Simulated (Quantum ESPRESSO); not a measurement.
# GaF (Pm-3m) in Quantum ESPRESSO: convergence with smearing width

Aim: find how far smearing width must go before the results for GaF settle, at PBE. This setting moves, with any that are tied to it; all else stays.

All numbers are computed with Quantum ESPRESSO 7.5; they aren't measurements. Logs are shortened: lines on timing, memory, paths and dates and some standing lists are left out, and cuts for length are marked.

### Step 1. The crystal as given

Symmetry: Pm-3m, No. 221, cubic system. Conventional cell: a = 3.166 Å, b = 3.166 Å, c = 3.166 Å, α = 90.00°, β = 90.00°, γ = 90.00°. Ga (site symmetry m-3m) is surrounded by 8 F at 2.74 Å. F (site symmetry m-3m) has 8 Ga at 2.74 Å as nearest neighbours.

The cell was built by a generator and needn't be a form met in nature.

### Step 2. With smearing width 0.5 eV

Contents of pw.in:

```
&CONTROL
  calculation = 'scf'
  prefix = 'pwscf'
  outdir = './tmp'
  pseudo_dir = './pseudo'
  tprnfor = .true.
  tstress = .true.
  disk_io = 'nowf'
/
&SYSTEM
  ibrav = 0
  nat = 2
  ntyp = 2
  ecutwfc = 56
  ecutrho = 448
  nbnd = 20
  occupations = 'smearing'
  smearing = 'mv'
  degauss = 0.03674932
/
&ELECTRONS
  conv_thr = 4d-10
  electron_maxstep = 120
  mixing_beta = 0.5
/
ATOMIC_SPECIES
Ga    69.7230 ga_pbe_v1.4.uspp.F.UPF
F     18.9984 f_pbe_v1.4.uspp.F.UPF
CELL_PARAMETERS angstrom
   3.1659200000    0.0000000000    0.0000000000
   0.0000000000    3.1659200000    0.0000000000
   0.0000000000    0.0000000000    3.1659200000
ATOMIC_POSITIONS crystal
Ga     0.0000000000    0.0000000000    0.0000000000
F      0.5000000000    0.5000000000    0.5000000000
K_POINTS automatic
8 8 8 0 0 0
```

Potentials or basis: GBRV 1.5 PBE.

Launch:

```
OMP_NUM_THREADS=1 pw.x -in pw.in > pw.out
```

Wall time 15 s (1 thread of Arm Neoverse V2, shared host); peak memory 0.17 GiB.

Results:

- Free energy: -6313.0254 eV
- Pressure: 0.4 GPa
- Band gap on the k mesh: 0.34 eV, indirect (least direct gap 1.12 eV)

### Step 3. With smearing width 0.3 eV

Changes to pw.in since step 2:

```diff
@@ -18,3 +18,3 @@
   smearing = 'mv'
-  degauss = 0.03674932
+  degauss = 0.02204959
 /
```

Potentials or basis: GBRV 1.5 PBE.

Launch:

```
OMP_NUM_THREADS=1 pw.x -in pw.in > pw.out
```

It took 15 s on 1 thread of Arm Neoverse V2, shared host; peak memory 0.17 GiB.

Results:

- Free energy: -6313.0687 eV
- Pressure: -0.1 GPa
- Band gap on the k mesh: 0.34 eV, indirect (least direct gap 1.13 eV)

### Step 4. With smearing width 0.2 eV

Changes to pw.in since step 3:

```diff
@@ -18,3 +18,3 @@
   smearing = 'mv'
-  degauss = 0.02204959
+  degauss = 0.01469973
 /
```

Launch:

```
OMP_NUM_THREADS=1 pw.x -in pw.in > pw.out
```

Wall time 15 s (1 thread of Arm Neoverse V2, shared host); peak memory 0.17 GiB.

What came out:

- Free energy: -6313.0686 eV
- Pressure: 0.0 GPa
- Band gap on the k mesh: 0.34 eV, indirect (least direct gap 1.13 eV)

### Step 5. With smearing width 0.136 eV

Changes to pw.in since step 4:

```diff
@@ -18,3 +18,3 @@
   smearing = 'mv'
-  degauss = 0.01469973
+  degauss = 0.00999582
 /
```

Launch:

```
OMP_NUM_THREADS=1 pw.x -in pw.in > pw.out
```

It took 15 s on 1 thread of Arm Neoverse V2, shared host; peak memory 0.17 GiB.

What came out:

* Free energy: -6313.0686 eV
* Pressure: 0.0 GPa
* Band gap on the k mesh: 0.34 eV, indirect (least direct gap 1.13 eV)

### Step 6. With smearing width 0.1 eV

Changes to pw.in since step 5:

```diff
@@ -18,3 +18,3 @@
   smearing = 'mv'
-  degauss = 0.00999582
+  degauss = 0.00734986
 /
```

Potentials or basis: GBRV 1.5 PBE.

Launch:

```
OMP_NUM_THREADS=1 pw.x -in pw.in > pw.out
```

Run time: 14 s. Hardware: 1 thread of Arm Neoverse V2, shared host; peak memory 0.17 GiB.

The run converged. Its results:

```yaml
Free_energy: -6313.0670 eV
Pressure: 0.0 GPa
Band_gap_on_the_k_mesh: 0.34 eV, indirect (least direct gap 1.13 eV)
```

### Step 7. With smearing width 0.05 eV

Changes to pw.in since step 6:

```diff
@@ -18,3 +18,3 @@
   smearing = 'mv'
-  degauss = 0.00734986
+  degauss = 0.00367493
 /
```

Launch:

```
OMP_NUM_THREADS=1 pw.x -in pw.in > pw.out
```

It took 15 s on 1 thread of Arm Neoverse V2, shared host; peak memory 0.17 GiB.

It converged, with:

```yaml
Free_energy: -6313.0687 eV
Pressure: 0.0 GPa
Band_gap_on_the_k_mesh: 0.34 eV, indirect (least direct gap 1.13 eV)
```

### Step 8. With smearing width 0.025 eV

Changes to pw.in since step 7:

```diff
@@ -18,3 +18,3 @@
   smearing = 'mv'
-  degauss = 0.00367493
+  degauss = 0.00183747
 /
```

Launch:

```
OMP_NUM_THREADS=1 pw.x -in pw.in > pw.out
```

Run time: 15 s. Hardware: 1 thread of Arm Neoverse V2, shared host; peak memory 0.17 GiB.

It converged, with:

| Quantity | Value |
| --- | --- |
| Free energy | -6313.0687 eV |
| Pressure | 0.0 GPa |
| Band gap on the k mesh | 0.34 eV, indirect (least direct gap 1.13 eV) |

### Step 9. With smearing width 0.01 eV

Changes to pw.in since step 8:

```diff
@@ -18,3 +18,3 @@
   smearing = 'mv'
-  degauss = 0.00183747
+  degauss = 0.00073499
 /
```

Potentials or basis: GBRV 1.5 PBE.

Launch:

```
OMP_NUM_THREADS=1 pw.x -in pw.in > pw.out
```

pw.out:

```text
This program is part of the open-source Quantum ESPRESSO suite
     for quantum simulation of materials; please cite
[... 9 lines left out ...]
     --------------------
     sticks:   dense  smooth     PW     G-vecs:    dense   smooth      PW
     Sum        1281     641    193                34457    12149    2103

     Using Slab Decomposition

     bravais-lattice index     =            0
     lattice parameter (alat)  =       5.9827  a.u.
     unit-cell volume          =     214.1393 (a.u.)^3
     number of atoms/cell      =            2
     number of atomic types    =            2
     number of electrons       =        26.00
     number of Kohn-Sham states=           20
     kinetic-energy cutoff     =      56.0000  Ry
     charge density cutoff     =     448.0000  Ry
     scf convergence threshold =      4.0E-10
     mixing beta               =       0.5000
     number of iterations used =            8  plain     mixing
     Exchange-correlation=  SLA  PW   PBX  PBC
                           (   1   4   3   4   0   0   0)

     celldm(1)=   5.982722  celldm(2)=   0.000000  celldm(3)=   0.000000
     celldm(4)=   0.000000  celldm(5)=   0.000000  celldm(6)=   0.000000

     crystal axes: (cart. coord. in units of alat)
               a(1) = (   1.000000   0.000000   0.000000 )
               a(2) = (   0.000000   1.000000   0.000000 )
               a(3) = (   0.000000   0.000000   1.000000 )

     reciprocal axes: (cart. coord. in units 2 pi/alat)
               b(1) = (  1.000000  0.000000  0.000000 )
               b(2) = (  0.000000  1.000000  0.000000 )
               b(3) = (  0.000000  0.000000  1.000000 )

     PseudoPot. # 1 for Ga read from file:
     ga_pbe_v1.4.uspp.F.UPF
     Pseudo is Ultrasoft + core correction, Zval = 19.0
     Generated by new atomic code, or converted to UPF format
[... 34 lines left out ...]
                       cart. coord. in units 2pi/alat
        k(    1) = (   0.0000000   0.0000000   0.0000000), wk =   0.0039062
        k(    2) = (   0.0000000   0.0000000   0.1250000), wk =   0.0234375
        k(    3) = (   0.0000000   0.0000000   0.2500000), wk =   0.0234375
        k(    4) = (   0.0000000   0.0000000   0.3750000), wk =   0.0234375
        k(    5) = (   0.0000000   0.0000000  -0.5000000), wk =   0.0117188
        k(    6) = (   0.0000000   0.1250000   0.1250000), wk =   0.0468750
[... 27 lines left out ...]
        k(   34) = (   0.3750000  -0.5000000  -0.5000000), wk =   0.0234375
        k(   35) = (  -0.5000000  -0.5000000  -0.5000000), wk =   0.0039062

     Dense  grid:    34457 G-vectors     FFT dimensions: (  45,  45,  45)

     Smooth grid:    12149 G-vectors     FFT dimensions: (  30,  30,  30)

     Check: negative core charge=   -0.000001

     Initial potential from superposition of free atoms

     starting charge      25.0000, renormalised to      26.0000
     Starting wfcs are   16 randomized atomic wfcs +    4 random wfcs

     Self-consistent Calculation

     iteration #  1     ecut=    56.00 Ry     beta= 0.50
     Davidson diagonalization with overlap
     ethr =  1.00E-02,  avg # of iterations =  5.0

     total energy              =    -462.50007579 Ry
     estimated scf accuracy    <       3.45419395 Ry
[... 57 lines left out ...]
     iteration # 10     ecut=    56.00 Ry     beta= 0.50
     Davidson diagonalization with overlap
     ethr =  9.72E-11,  avg # of iterations =  1.8

     End of self-consistent calculation

          k = 0.0000 0.0000 0.0000 (  1503 PWs)   bands (ev):

   -87.2071 -87.2071 -87.2071 -15.5613  -7.6402  -7.6402  -7.4740  -7.4740
    -7.4740   0.6070   3.2335   3.2335   3.2335  15.0138  15.0138  15.0138
    16.4376  16.4376  23.4605  29.2722
[... 195 lines left out ...]
   -87.2077 -87.2077 -87.2076 -15.2226  -7.5767  -7.5728  -7.5728  -7.4532
    -7.4328   2.5281   2.5281   2.7964   5.8849   9.2190   9.2190  10.3011
    18.1268  18.9137  18.9137  27.6635

          k =-0.5000-0.5000-0.5000 (  1568 PWs)   bands (ev):

   -87.2077 -87.2077 -87.2077 -15.2073  -7.5832  -7.5832  -7.5832  -7.4324
    -7.4324   2.6725   2.6725   2.6725   6.6839   9.0299   9.0299   9.0299
    18.6004  18.6004  18.6004  27.0610

     the Fermi energy is     6.8111 ev

!    total energy              =    -464.00198857 Ry
     estimated scf accuracy    <          1.2E-10 Ry
     smearing contrib. (-TS)   =       0.00000000 Ry
     internal energy E=F+TS    =    -464.00198857 Ry

     The total energy is F=E-TS. E is the sum of the following terms:
     one-electron contribution =    -373.38871982 Ry
     hartree contribution      =     197.21995146 Ry
     xc contribution           =     -57.73611790 Ry
     ewald contribution        =    -230.09710232 Ry

     convergence has been achieved in  10 iterations

     Forces acting on atoms (cartesian axes, Ry/au):

     atom    1 type  1   force =     0.00000000    0.00000000    0.00000000
     atom    2 type  2   force =     0.00000000    0.00000000    0.00000000

     Total force =     0.000000     Total SCF correction =     0.000000

     Computing stress (Cartesian axis) and pressure

          total   stress  (Ry/bohr**3)                   (kbar)     P=       -0.19
  -0.00000130   0.00000000   0.00000000           -0.19        0.00        0.00
   0.00000000  -0.00000130   0.00000000            0.00       -0.19        0.00
   0.00000000   0.00000000  -0.00000130            0.00        0.00       -0.19

=------------------------------------------------------------------------------=
   JOB DONE.
=------------------------------------------------------------------------------=
```

Run time: 15 s. Hardware: 1 thread of Arm Neoverse V2, shared host; peak memory 0.17 GiB.

What came out:

| Property | Result |
| --- | --- |
| Free energy | -6313.0687 eV |
| Pressure | 0.0 GPa |
| Band gap on the k mesh | 0.34 eV, indirect (least direct gap 1.13 eV) |

### Step 10. The series at a glance

```
smearing width  energy less the tightest run, at zero smearing (meV/atom)  pressure (GPa)  SCF cycles  CPU time (s)  peak memory (GiB)
        0.5 eV                                                      21.66            0.38          10            15               0.17
        0.3 eV                                                      -0.03           -0.06          10            15               0.17
        0.2 eV                                                       0.02           -0.03          10            15               0.17
      0.136 eV                                                       0.02           -0.02          10            15               0.17
        0.1 eV                                                       0.81           -0.01          10            14               0.17
       0.05 eV                                                       0.00           -0.02          10            15               0.17
      0.025 eV                                                       0.00           -0.02          10            15               0.17
       0.01 eV                                                       0.00           -0.02          10            15               0.17
```

Against the tightest run, the energy stays within 1 meV/atom from 0.3 eV on; the pressure stays within 0.1 GPa from 0.3 eV on. The tightest run that finished is the yardstick and may itself not be fully converged.

Caveats: this smearing can shift energies of a crystal with a gap.
